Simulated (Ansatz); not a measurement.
A run of Ansatz 0.2.0 is set up as follows.

input

```
crystal:
  lattice:
    - [3.50083787, 0.0, 0.0]
    - [0.0, 3.50083787, 0.0]
    - [0.0, 0.0, 3.50083787]
  atoms:
    - { symbol: Hf, position: [0.0, 0.0, 0.0] }
    - { symbol: Ge, position: [0.5, 0.5, 0.5] }
hamiltonian:
  xc: r2scanh
  pseudopotentials: { kind: paw }
kpoints:
  mp_grid: { grid: [4, 4, 4] }
scf:
  occupations: { method: fermi_dirac, width: 0.05 }
output:
  forces: true
  stress: true
  eigenvalues: true
```

Task: Estimate the pressure.

Result: -12.8 GPa.

Task: Estimate the band gap on the k mesh.

Result: None (metal or under the smearing width).

Caveat: the k mesh is coarse (spacing up to 0.45 Å⁻¹), so the values aren't converged, least of all with exact exchange; the PAW data sets come from PBE, with cores solved anew for the run's functional, which leaves a small shift of forces and pressure; the thresholds are loose for stress. The run has no spin-orbit coupling, so splittings on Hf are missing.
